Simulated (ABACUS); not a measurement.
Ba2Tl5V3O12:

```
Ba V Tl O
1.0
     8.15421    0.00000    0.00000
    -4.07711    7.06176    0.00000
     0.00000    0.00000    6.92128
Ba V Tl O
2 3 5 12
Direct
  0.00000 0.00000 0.23552
  0.00000 0.00000 0.76448
  0.50000 0.00000 0.00000
  0.00000 0.50000 0.00000
  0.50000 0.50000 0.00000
  0.50000 0.00000 0.50000
  0.00000 0.50000 0.50000
  0.50000 0.50000 0.50000
  0.33333 0.66667 0.22489
  0.66667 0.33333 0.77511
  0.33890 0.34334 0.81444
  0.65666 0.99556 0.81444
  0.00444 0.66110 0.81444
  0.34334 0.33890 0.18556
  0.99556 0.65666 0.18556
  0.66110 0.00444 0.18556
  0.66110 0.65666 0.18556
  0.34334 0.00444 0.18556
  0.99556 0.33890 0.18556
  0.65666 0.66110 0.81444
  0.00444 0.34334 0.81444
  0.33890 0.99556 0.81444
```

The cell was built by a generator and needn't be a form met in nature.

Program: ABACUS 3.10.1. Alike in all runs: task single point; spin collinear, ferromagnetic start; cell as given; smearing fermi-dirac 0.05 eV.

**Question.** Order these runs on this cell by their pressure, lowest first.
A. level PBE; potentials or basis PseudoDojo NC SR 0.4.1 PBE standard, TZDP LCAO (the cutoffs set its grid); k mesh 3 × 3 × 3; cutoff (eV) 1361; radial cutoff of the potentials (pseudo_rcut) 7 bohr; SCF threshold on the density 1e-07; eigensolver genelpa; mesh quality not flagged
B. level PBEsol; potentials or basis GBRV ultrasoft 1.5 PBEsol, plane waves; k mesh 3 × 3 × 3; cutoff (eV) 544; radial cutoff of the potentials (pseudo_rcut) 10 bohr; SCF threshold on the density 1e-08; eigensolver dav; mesh quality not flagged
C. level r2SCAN; potentials or basis SG15 ONCV 1.2 PBE, DZP LCAO (the cutoffs set its grid); k mesh 2 × 2 × 2; cutoff (eV) 1361; radial cutoff of the potentials (pseudo_rcut) 7 bohr; SCF threshold on the density 1e-07; eigensolver genelpa; mesh quality coarse

**Answer.** B (-4.2 GPa), C (-1.9 GPa), A (0.5 GPa).

Caveats: some runs use coarse meshes; the atomic orbitals were generated for these runs and aren't a published set (some runs); the basis of atomic orbitals isn't converged, which shifts pressures, moduli and gaps (some runs); there are fewer bands than atomic start orbitals, so a level may be missed at k points of high symmetry (some runs); this release of the barium file is off (some runs); the potentials were made for another functional, which shifts forces and pressure (some runs).
